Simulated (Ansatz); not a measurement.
# HOW: the cost of one run

Program: Ansatz 0.2.0, Gaussian basis. Level of theory: def2-SVP, all electrons in the functionals, frozen cores in the correlation of double hybrids and RPA. These are calculated values, not measurements.

Plan: wB97M-V, B2PLYP, PBE-QIDH, RPA-PBE, at charge 0, sextet; charge 0, quartet; charge 0, octet; charge 1, quintet; charge 1, septet; displaced geometry v1; displaced geometry v2 (not every functional at every point).

22 further runs of the same task are left out: 4 for a known fault of the program, 6 that didn't finish, 12 set aside as unsound or not needed. Runs told in other sessions of the task aren't counted.

### Step 1. The geometry

The geometry is a PBE0/def2-TZVP stationary point (not a proven minimum). No spin-orbit coupling is included. Elements past krypton take def2 core potentials.

3 atoms, charge 0, spin multiplicity 6.

Atoms are counted from 1 here; the program's logs count them from 0.

Bond lengths: W1–O2 1.921 Å, O2–H3 0.962 Å. Angles: W1–O2–H3 119.2°.

No dispersion term is added; wB97M-V holds VV10 nonlocal correlation.

The geometry shown and the zero of energy belong to the point charge 0, sextet. The yardstick, UCCSD(T), and other wave-function levels (R restricted, U unrestricted, valence and pair active spaces) come from earlier runs.

### Step 2. wB97M-V, charge 0, sextet

File in.yaml:

```yaml
crystal:
  periodic: [false, false, false]
  atoms:
    - {symbol: W, position_ang: [0.000000, 0.005553, 0.165001]}
    - {symbol: O, position_ang: [0.000000, -0.108057, -1.752846]}
    - {symbol: H, position_ang: [0.000000, 0.702391, -2.271247]}
basis:
  gaussian: {orbitals: def2-SVP}
magnetization: {spin_polarized: true, initial_magnetization: 5}
hamiltonian: {xc: {name: wB97M-V}}
output: {orbitals: {seedname: orbitals}}
```

Started as:

```
ansatz run in.yaml --threads 1 --pin off --events-out ev --progress --plain --max-ram 2393MiB
```

Q: Estimate wall time and peak memory on 1 thread of Arm Neoverse V2, shared host.

About 14 s, with a peak of 0.25 GiB.
